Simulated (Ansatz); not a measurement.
# HfB: response to strain

HfB is deformed so: x and y strained by -4 %, z held. What stress and forces result, by LAPW, PAW and all-electron datasets made for the crystal?

Computed with Ansatz 0.2.0 (DFT PBE, scalar-relativistic, unless a step's input says otherwise).

**1. The starting structure**

Symmetry: Fm-3m, No. 225, cubic system. The conventional cell has a = 4.620 Å, b = 4.620 Å, c = 4.620 Å, α = 90.00°, β = 90.00°, γ = 90.00°. Hf (site symmetry m-3m) is surrounded by 6 B at 2.31 Å. Around B (site symmetry m-3m) lie 6 Hf at 2.31 Å.

As a file:

```xyz
2
Lattice="0.0000 2.3100 2.3100 2.3100 0.0000 2.3100 2.3100 2.3100 0.0000" Properties=species:S:1:pos:R:3 pbc="T T T"
Hf    2.3100    2.3100    2.3100
B     0.0000    0.0000    0.0000
```

Atoms are numbered in the order of the input: Hf1, B2.

**2. After the deformation**

Space group Fm-3m before, I4/mmm after.

**3. All-electron LAPW**

input.yaml reads:

```yaml
crystal:
  lattice:
    - [0.0, 2.2176, 2.31]
    - [2.2176, 0.0, 2.31]
    - [2.2176, 2.2176, 0.0]
  atoms:
    - { symbol: Hf, position: [0.5, 0.5, 0.5] }
    - { symbol: B, position: [0.0, 0.0, 0.0] }
kpoints:
  mp_grid: { grid: [15, 15, 15] }
scf:
  occupations: { method: fermi_dirac, width: 0.05 }
hamiltonian:
  xc: pbe
  pseudopotentials: { kind: all_electron, lapw: { basis_error: 0.00025 } }
output:
  forces: true
  stress: true
  eigenvalues: true
```

Command:

```
$ ansatz run input.yaml --threads 1 --pin off --max-ram 2048MiB --backend cpu --events-out ev --progress --plain --runs-dir out
```

What it wrote, cut to the lines that bear on the results:

```text
LAPW: plane waves up to 9.796 Å⁻¹, error target 2.5e-4 eV per atom; small_component_spin mean_spin; B in spheres of 0.872 Å, 5 of its electrons in bands, Dirac shells []; Hf in spheres of 1.345 Å, 42 of its electrons in bands, Dirac shells []
[...]
Pseudopotentials: kind: all_electron
Pseudopotential: Hf, LAPW, valence charge 42, Koelling and Harmon's equation, gaussian nucleus
Pseudopotential: B, LAPW, valence charge 5, Koelling and Harmon's equation, gaussian nucleus
Functional definition: PBE
[...]
Crystal: 2 atoms, lattice volume = 22.720 Å³
Basis set: ecut = 365.61091450775007 eV, 347 PW (Γ), exchange–correlation at level 2
Bands: 29, of which v1, the nominal top of the filled ones, is band 24 counted from 1 (23 counted from 0)
Symmetry: 16 space group operations
Space group: I4/mmm (ITA 139), of the structure as read, at distance tolerance 2.8e-5 Å
k-points: 288 of 3375
[...]
SCF iter   1: F=—  HF=-410927.364491 eV  |F-HF|=—  |Δ(HF+E_count)|=         —  Δρ=8.50e-2  dr2=2.19e0  ethr=4.66e-3  ⟨swp⟩=2.0  Hψ=50809  notcnv=0
[...]
the basis was enlarged: its passes take 1.7 MiB over the memory plan, 1 of 1 planned eigensolver slots
[...]
SCF iter   9: F=-410926.412765 eV  HF=-410926.412765 eV  |F-HF|=2.68e-9  |Δ(HF+E_count)|=   1.06e-7  Δρ=1.14e-5  dr2=2.19e-8  ethr=8.69e-10  ⟨swp⟩=2.9  Hψ=24595  notcnv=0
[...]
SCF converged after 9 iterations
Free energy (F): -410926.412765 eV
[...]
E sigma→0 (E₀):  -410926.408950 eV
Entropy (-TS):   -0.007631 eV (-3.816 meV/atom)
Fermi energy:    21.869243 eV
[...]
--- Forces (eV/Å), atoms counted from 1 ---
  atom   1  Hf    -0.00000000     0.00000000    -0.00000000
  atom   2  B     -0.00000000     0.00000000    -0.00000000
[...]
--- Stress (GPa, compression-positive) ---
       64.958508       0.000000       0.000000
        0.000000      64.958508       0.000000
        0.000000       0.000000      39.069330
  P = ⅓ Tr σ = 56.3288 GPa (563.288 kbar)
--- Band table (eV; the first three rows and the last of 288) ---
[...]
```

Wall time 94 s (1 thread of Arm Neoverse V1, shared host); peak memory 0.97 GiB.

Read from it: pressure 56.33 GPa; no gap.

**4. PAW with frozen cores**

input.yaml: that of step 3 with these lines changed.

```diff
@@ -14,3 +14,3 @@
   xc: pbe
-  pseudopotentials: { kind: all_electron, lapw: { basis_error: 0.00025 } }
+  pseudopotentials: { kind: paw }
 output:
@@ -19 +19,6 @@
   eigenvalues: true
+  efg: { contact_densities: true }
+  write_density: true
+  write_potential: true
+  elf: true
+  volumetric_format: npy
```

Command:

```
$ ansatz run input.yaml --threads 1 --pin off --max-ram 2048MiB --backend cpu --events-out ev --progress --plain --runs-dir out
```

What it wrote, cut to the lines that bear on the results:

```text
Hf: output.efg is read without spin–orbit coupling, which moves field gradients at and beside such atoms by some per cent and up to a factor of two; PAW files take it under magnetization.noncollinear and magnetization.spin_orbit
[...]
Pseudopotentials: kind: paw
Pseudopotential: Hf, paw, valence charge 26, recommended cutoff 420 eV (normal)
Pseudopotential: B, paw, valence charge 3, recommended cutoff 420 eV (normal)
Functional definition: PBE
[...]
Crystal: 2 atoms, lattice volume = 22.720 Å³
Basis set: ecut = 420 eV, 443 PW (Γ), exchange–correlation on 48×48×48 points (8 copies of the dense FFT grid, shifted against one another)
Bands: 19, of which v1, the nominal top of the filled ones, is band 15 counted from 1 (14 counted from 0)
Symmetry: 16 space group operations
Space group: I4/mmm (ITA 139), of the structure as read, at distance tolerance 2.8e-5 Å
k-points: 288 of 3375
[...]
  atom   1  Hf     0.00000000     0.00000000    -0.00000000
  atom   2  B     -0.00000000     0.00000000    -0.00000000
[...]
--- Stress (GPa, compression-positive) ---
       64.916171       0.000000       0.000000
        0.000000      64.916171       0.000000
        0.000000       0.000000      39.026540
  P = ⅓ Tr σ = 56.2863 GPa (562.863 kbar)
--- PAW observables at the nuclei: V_zz in 10²¹ V/m², potentials from the cell's mean, atoms counted from 1 ---
  atom   1  Hf V_zz =    +7.275179   η = 0.0000   by run symmetry: allowed
            electrostatic potential = -14187.620496 V   contact ρ = 7528636.341109 e/Å³
  atom   2  B  V_zz =    +0.076207   η = 0.0000   by run symmetry: allowed
            electrostatic potential = -340.329914 V   contact ρ = 489.169075 e/Å³
--- Band table (eV; the first three rows and the last of 288) ---
  k-point 0: bands = ["-38.1098", "-6.5872", "-6.5872", "-6.5673", "11.6211", "11.9038", "11.9070", "11.9070", "11.9164", "12.0264", "12.0329", "12.0329", "23.3004", "23.8505", "23.8505", "25.5000", "25.5600", "25.8663", "25.8663"]
[...]
```

Wall time 13 s (1 thread of Arm Neoverse V1, shared host); peak memory 0.44 GiB.

In short: pressure 56.29 GPa; no gap; Vzz Hf1 7.28 (η = 0.00), B2 0.08 (η = 0.00) (10²¹ V/m²).

The fields are shown in the conventional cell of this run's space group, carried over from its grid by interpolation.

Density in a lattice plane of the grid's cell (edges 3.14 and 4.62 Å, at 0.000 of the third edge), which holds Hf and B.

Values in e/Å³, 12 rows by 8 columns:
```
 0.70  0.74  0.49  0.29  0.23  0.29  0.49  0.74
 0.59  0.50  0.34  0.23  0.19  0.23  0.34  0.50
 0.50  0.39  0.25  0.19  0.18  0.19  0.25  0.39
 2.97  1.62  0.40  0.20  0.19  0.20  0.40  1.62
18.75  9.64  1.48  0.28  0.23  0.28  1.48  9.64
34.25 18.28  2.65  0.35  0.25  0.35  2.65 18.28
18.75  9.64  1.48  0.28  0.23  0.28  1.48  9.64
 2.97  1.62  0.40  0.20  0.19  0.20  0.40  1.62
 0.50  0.39  0.25  0.19  0.18  0.19  0.25  0.39
 0.59  0.50  0.34  0.23  0.19  0.23  0.34  0.50
 0.70  0.74  0.49  0.29  0.23  0.29  0.49  0.74
 0.27  0.73  0.58  0.33  0.25  0.33  0.58  0.73
```
Columns run along the first of these edges and rows up along the second, over one cell in 8 and 12 even steps from the bottom left corner. Atoms in the plane (fractional): Hf at (0.00, 0.50), B at (0.00, 0.00).

ELF in the same plane.

Ten even steps from ' ' (0.02) to '@' (0.84):
```
  ..==##%%##++------++##%%##==..
==++##%%%%##++==--==++##%%%%##++
####%%%%%%##++==--==++##%%%%%%##
**********++==========++********
::::::::::----======----::::::::
====::......::--==--::......::==
%%##**==......------......==**##
@@@@@@##--....::--::....--##@@@@
@@@@@@%%++::..::--::..::++%%@@@@
%%@@@@@@**::..::--::..::**@@@@@@
@@@@@@%%++::..::--::..::++%%@@@@
@@@@@@##--....::--::....--##@@@@
%%##**==......------......==**##
====::......::--==--::......::==
::::::::::----======----::::::::
**********++==========++********
####%%%%%%##++==--==++##%%%%%%##
==++##%%%%##++==--==++##%%%%##++
  ..==##%%##++------++##%%##==..
    ::##%%%%++------++%%%%##::  
```
Columns run along the first of these edges and rows up along the second, over one cell in 16 and 20 even steps from the bottom left corner. Atoms in the plane (fractional): Hf at (0.00, 0.50), B at (0.00, 0.00).

Both are smooth fields of the valence electrons: close to the nuclei they are not physical.

Maxima of ELF outside the ion cores: 0.76 beside B, off the lines to its neighbours, 0.8 Å from B.

**5. Datasets made for this crystal**

input.yaml: that of step 4 with these lines changed.

```diff
@@ -14,3 +14,3 @@
   xc: pbe
-  pseudopotentials: { kind: paw }
+  pseudopotentials: { kind: all_electron, datasets: crystal }
 output:
@@ -20,5 +20 @@
   efg: { contact_densities: true }
-  write_density: true
-  write_potential: true
-  elf: true
-  volumetric_format: npy
```

Command:

```
$ ansatz run input.yaml --threads 1 --pin off --max-ram 2048MiB --backend cpu --events-out ev --progress --plain --runs-dir out
```

What it wrote, cut to the lines that bear on the results:

```text
[...]
Hf: output.efg is read without spin–orbit coupling, which moves field gradients at and beside such atoms by some per cent and up to a factor of two; PAW files take it under magnetization.noncollinear and magnetization.spin_orbit
[...]
Pseudopotentials: kind: all_electron
Pseudopotential: Hf, paw, valence charge 26, recommended cutoff 400 eV (normal), Koelling and Harmon's equation, gaussian nucleus
Pseudopotential: B, paw, valence charge 3, recommended cutoff 400 eV (normal), Koelling and Harmon's equation, gaussian nucleus
Functional definition: PBE
[...]
Crystal: 2 atoms, lattice volume = 22.720 Å³
Basis set: ecut = 400 eV, 411 PW (Γ), exchange–correlation on 48×48×48 points (8 copies of the dense FFT grid, shifted against one another)
Bands: 19, of which v1, the nominal top of the filled ones, is band 15 counted from 1 (14 counted from 0)
Symmetry: 16 space group operations
[...]
  atom   1  Hf     0.00000000    -0.00000000    -0.00000000
  atom   2  B     -0.00000000     0.00000000     0.00000000
[...]
--- Stress (GPa, compression-positive) ---
       64.960035       0.000000       0.000000
        0.000000      64.960035       0.000000
        0.000000       0.000000      39.070699
  P = ⅓ Tr σ = 56.3303 GPa (563.303 kbar)
--- PAW observables at the nuclei: V_zz in 10²¹ V/m², potentials from the cell's mean, atoms counted from 1 ---
  atom   1  Hf V_zz =    +7.451060   η = 0.0000   by run symmetry: allowed
            electrostatic potential = -14187.668722 V   contact ρ = 7525231.795466 e/Å³
  atom   2  B  V_zz =    +0.077427   η = 0.0000   by run symmetry: allowed
            electrostatic potential = -340.230552 V   contact ρ = 489.199451 e/Å³
--- Band table (eV; the first three rows and the last of 288) ---
  k-point 0: bands = ["-37.6908", "-6.1664", "-6.1664", "-6.1465", "12.0416", "12.3342", "12.3374", "12.3374", "12.3465", "12.4569", "12.4633", "12.4633", "23.7194", "24.2694", "24.2694", "25.9243", "25.9791"]
[...]
```

It took 39 s on 1 thread of Arm Neoverse V1, shared host; peak memory 0.76 GiB.

This run gives: pressure 56.33 GPa; no gap; Vzz Hf1 7.45 (η = 0.00), B2 0.08 (η = 0.00) (10²¹ V/m²).

**6. Stress and forces compared**

Stress (GPa, compression positive):

| method | xx | yy | zz | yz | xz | xy |
| --- | --- | --- | --- | --- | --- | --- |
| LAPW | 64.96 | 64.96 | 39.07 | 0.00 | 0.00 | 0.00 |
| PAW | 64.92 | 64.92 | 39.03 | 0.00 | 0.00 | 0.00 |
| crystal datasets | 64.96 | 64.96 | 39.07 | 0.00 | 0.00 | 0.00 |

```
          method  pressure (GPa)  Vzz Hf1 (10²¹ V/m²)  Vzz B2 (10²¹ V/m²)  SCF cycles, by the record's count  time
            LAPW           56.33                    –                   –                                  9  94 s
             PAW           56.29                 7.28                0.08                                  7  13 s
crystal datasets           56.33                 7.45                0.08                                  9  39 s
```

**7. Outcome**

| quantity | value |
| --- | --- |
| pressure | LAPW 56.33, PAW 56.29, crystal datasets 56.33 GPa |
| largest shear or deviatoric stress (LAPW) | 17.26 GPa |

In words: The largest part of the stress beyond the pressure is 17.26 GPa in size, in the zz component; the atoms are carried along and not relaxed. No run of the undeformed cell stands beside it, so pressure and stress hold what the given cell had before the change, as far as its symmetry allows. PAW: stress within 0.05 GPa of LAPW. Crystal datasets: stress within 0.01 GPa of LAPW. Spin-orbit coupling is left out, though the cell holds Hf; in elements this heavy it can shift bands and gaps by tenths of an eV.
